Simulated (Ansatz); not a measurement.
# CH₃F₂InO: from a rough start to a minimum

The task is to find a stationary geometry of CH₃F₂InO, then compute its harmonic vibrations to see whether it is a minimum and to get the zero-point energy and entropy.

Computed with Ansatz 0.2.0, Gaussian basis. Level: RKS PBE0-D4/def2-TZVP.

Plan: relaxation at PBE0-D4/def2-TZVP; harmonic vibrations at the same level.

1 further run of the same task is left out (set aside as unsound or not needed).

### 1 Where the work starts

8 atoms, charge 0, spin multiplicity 1.

Atoms are counted from 1 here; the program's logs count them from 0.

Bond lengths: O1–C2 1.314 Å, O1–H6 0.980 Å, C2–In3 2.439 Å, C2–H7 1.087 Å, C2–H8 1.085 Å, In3–F4 2.129 Å, In3–F5 2.050 Å. Angles: C2–O1–H6 109.5°, O1–C2–In3 101.3°, O1–C2–H7 118.2°, O1–C2–H8 113.6°, In3–C2–H7 95.7°, In3–C2–H8 108.3°, H7–C2–H8 116.2°, C2–In3–F4 78.2°, C2–In3–F5 163.5°, F4–In3–F5 117.2°.

As a file:

```
O    -0.0715   -0.8135    1.3531
C     0.8578   -0.1303    0.7246
In   -0.4560    0.9839   -1.0013
F    -1.2877   -0.9762   -1.0163
F    -1.3774    2.4004   -2.1628
H    -0.5033   -1.4317    0.7265
H     1.5098   -0.6626    0.0362
H     1.3284    0.6299    1.3399
```

The start is a GFN2-xTB geometry. In takes the def2 core potential; no spin-orbit term is included.

### 2 Relaxation at PBE0-D4/def2-TZVP

Input file in.yaml:

```yaml
crystal:
  periodic: [false, false, false]
  atoms:
    - {symbol: O, position_ang: [-0.071540, -0.813460, 1.353130]}
    - {symbol: C, position_ang: [0.857820, -0.130320, 0.724560]}
    - {symbol: In, position_ang: [-0.456030, 0.983900, -1.001320]}
    - {symbol: F, position_ang: [-1.287660, -0.976180, -1.016250]}
    - {symbol: F, position_ang: [-1.377410, 2.400430, -2.162770]}
    - {symbol: H, position_ang: [-0.503350, -1.431680, 0.726500]}
    - {symbol: H, position_ang: [1.509800, -0.662620, 0.036250]}
    - {symbol: H, position_ang: [1.328360, 0.629930, 1.339910]}
basis:
  gaussian: {orbitals: def2-TZVP}
hamiltonian: {xc: pbe0, dispersion: d4}
relax: {f_tol: 0.005, max_steps: 150}
```

Launch:

```
ansatz run in.yaml --threads 2 --pin off --events-out ev --progress --plain --max-ram 32768MiB --backend cuda --devices 0, --max-vram 18GiB
```

After this run come: Harmonic vibrations.

Before running them: what should the planned runs give, taken together? Wanted: point group; shift from the start; total energy; dispersion term; dipole moment; lowest, highest wavenumber; zero-point energy.

**Answer**, as computed:

```
                  quantity            value
               point group               C1
                     steps               14
shift from the start (rms)          0.242 Å
              total energy   -13736.9242 eV
           dispersion term         -116 meV
             dipole moment           3.79 D
lowest, highest wavenumber    44, 3784 cm⁻¹
         zero-point energy     119.0 kJ/mol
       entropy at 298.15 K  368.6 J/(mol K)
```

What this shows: The relaxed geometry lies 0.24 Å (rms) from the start; the bond that changed most is C2–In3, from 2.439 to 2.170 Å. No mode is imaginary: a true minimum at this level. The stiffest mode, 3784 cm⁻¹, is an O–H stretch, and 4 modes under 200 cm⁻¹ make the vibrational entropy uncertain. Harmonic hybrid wavenumbers usually lie a few per cent above measured fundamentals. The largest Mulliken charge, +0.93 e, sits on In3.
